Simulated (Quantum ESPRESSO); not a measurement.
Crystal: NiO.

```
CELL_PARAMETERS angstrom
3.11586 0.00000 0.00000
0.00000 3.11586 0.00000
0.00000 0.00000 4.56222
ATOMIC_POSITIONS crystal
Ni 0.00000 0.00000 0.00000
Ni 0.50000 0.50000 0.00000
O 0.50000 0.00000 0.26700
O 0.00000 0.50000 0.73300
```

The cell was built by a generator and needn't be a form met in nature.

Base run:

- Program: Quantum ESPRESSO 7.5
- Functional: LDA
- Potentials or basis: GBRV 1.5 LDA
- Cutoff: 612 eV
- Density cutoff: 4898 eV
- k mesh: 6 × 6 × 4
- Occupations: gaussian, width 0.05 eV
- Spin: collinear spin, ferromagnetic start
- Starting moments: [2.0, 2.0, 0.0, 0.0] μB
- Hubbard terms: Ni d U = 4 eV

Its results: band gap on the k mesh none (metal or under the smearing width); pressure 9.9 GPa; net moment 4.00 μB per cell; site moments Ni +1.41; O +0.55 μB; largest force 1.098 eV/Å.

Task: The run is repeated on the same cell with these changes: hubbard terms from Ni d U = 4 eV to Ni d U = 5 eV. What comes out?

Result: Band gap on the k mesh none (metal or under the smearing width); pressure 13.5 GPa; net moment 4.00 μB per cell; site moments Ni +1.44; O +0.50 μB; largest force 0.759 eV/Å.

Caveats: forces of over 1 eV/Å show positions far from the minimum, so gaps and moduli don't describe the material at rest (some runs).
